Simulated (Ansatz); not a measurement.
# CH2FSi2+ (SMILES [CH2+][Si]#[Si]F): one structure at several levels

The task here is to estimate one member of a computed series from the others.

The runs use Ansatz 0.2.0, Gaussian basis; single points in def2-TZVPP.

Correlated methods freeze the cores.

### The system as given

SMILES `[CH2+][Si]#[Si]F`, 6 atoms, charge 1, spin multiplicity 1.

Atoms are counted from 1 here; the program's logs count them from 0.

Bond lengths: C1–Si2 1.872 Å, C1–H5 1.139 Å, C1–H6 1.156 Å, Si2–Si3 2.413 Å, Si3–F4 1.722 Å. Angles: Si2–C1–H5 122.8°, Si2–C1–H6 123.9°, H5–C1–H6 113.4°, C1–Si2–Si3 171.4°, Si2–Si3–F4 91.0°.

Geometry (Å):

```
C    -0.7144    1.3579   -0.1444
Si    0.5626   -0.0071   -0.0386
Si    1.9287   -1.9865    0.1572
F     0.5284   -2.9730    0.3296
H    -0.4353    2.4547   -0.2686
H    -1.8544    1.1804   -0.0739
```

Set-up of the first run:

run/in.yaml reads:

```yaml
crystal:
  periodic: [false, false, false]
  atoms:
    - {symbol: C, position_ang: [-0.714400, 1.357900, -0.144400]}
    - {symbol: Si, position_ang: [0.562600, -0.007100, -0.038600]}
    - {symbol: Si, position_ang: [1.928700, -1.986500, 0.157200]}
    - {symbol: F, position_ang: [0.528400, -2.973000, 0.329600]}
    - {symbol: H, position_ang: [-0.435300, 2.454700, -0.268600]}
    - {symbol: H, position_ang: [-1.854400, 1.180400, -0.073900]}
basis:
  gaussian: {orbitals: def2-TZVPP}
total_charge: 1
correlation: {method: ccsd_t}
output: {forces: true}
```

The command line of these runs was not kept.

Steps of the session up to this table: CCSD(T)/def2-TZVPP; PBE0-D4/def2-TZVPP; wB97M-V/def2-TZVPP; r2SCAN-D4/def2-TZVPP; PBE-D4/def2-TZVPP; HSE06-D4/def2-TZVPP; B97M-V/def2-TZVPP.

One of the session's tables, all rows but one given; the rest of the session is left out.

```
   method  RMS force component (eV/Å)  angle to CCSD(T) forces (°)
  CCSD(T)                       1.637                    reference
  PBE0-D4                       1.724                          6.4
  wB97M-V                       1.884                          9.8
r2SCAN-D4                       1.625                          5.8
   PBE-D4                       1.434                          8.8
 HSE06-D4                       1.713                          6.1
   B97M-V                           ?                            ?
```

Q: Estimate the row for B97M-V from the others.

The run gave: RMS force component (eV/Å): 1.691; angle to CCSD(T) forces (°): 4.0. In the column «RMS force component (eV/Å)» it lies between CCSD(T) (1.637) and HSE06-D4 (1.713).
